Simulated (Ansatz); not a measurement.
# Cl3H4NSi: the cost of one run

Method: UHF/def2-SVP, in Ansatz 0.2.0.

### Step 1. The structure to begin with

Bond lengths: Si1–Cl3 2.022 Å, Si1–Cl4 2.023 Å, Si1–Cl5 2.061 Å, Si1–N7 2.122 Å, N7–H8 1.014 Å, N7–H9 1.015 Å. Angles: Cl3–Si1–Cl4 119.6°, Cl3–Si1–Cl5 101.6°, Cl3–Si1–N7 115.7°, Cl4–Si1–Cl5 101.2°, Cl4–Si1–N7 118.1°, Cl5–Si1–N7 92.8°, Si1–N7–H8 115.6°, Si1–N7–H9 114.8°, H8–N7–H9 106.4°.

Coordinates:

```xyz
9

Si   -0.5685    0.6581   -0.1608
H    -1.0708   -1.1466   -0.0479
Cl   -1.1975    0.7385   -2.0804
Cl   -1.8550    1.1153    1.3325
Cl    0.7257    2.2604   -0.0812
H    -0.1594   -1.4624    0.1477
N     0.9744   -0.7418    0.2426
H     1.4621   -0.6147    1.1222
H     1.6890   -0.8068   -0.4746
```

### Step 2. Run 1

150 steps of 0.5 fs at constant energy, with velocities drawn for 1000 K.

File input.yaml:

```yaml
crystal:
  periodic: [false, false, false]
  atoms:
    - { symbol: Si, position_ang: [-0.5685, 0.6581, -0.1608] }
    - { symbol: H, position_ang: [-1.0708, -1.1466, -0.0479] }
    - { symbol: Cl, position_ang: [-1.1975, 0.7385, -2.0804] }
    - { symbol: Cl, position_ang: [-1.855, 1.1153, 1.3325] }
    - { symbol: Cl, position_ang: [0.7257, 2.2604, -0.0812] }
    - { symbol: H, position_ang: [-0.1594, -1.4624, 0.1477] }
    - { symbol: "N", position_ang: [0.9744, -0.7418, 0.2426] }
    - { symbol: H, position_ang: [1.4621, -0.6147, 1.1222] }
    - { symbol: H, position_ang: [1.689, -0.8068, -0.4746] }
magnetization:
  spin_polarized: true
basis:
  gaussian: { orbitals: def2-SVP }
hamiltonian:
  xc: hf
md:
  timestep: 0.5
  n_steps: 150
  ensemble: nve
  temperature: 1000.0
  initial_velocities: maxwell_boltzmann
  seed: 672187
```

Run with:

```bash
$ ansatz run input.yaml --threads 2 --pin off --max-ram 3072MiB --backend cpu --events-out ev --progress --plain --runs-dir out
```

**Question.** How long does this run take on 2 threads of Arm Neoverse N1, shared host, and how much memory does it need?

About 9.4 min, with a peak of 0.33 GiB.
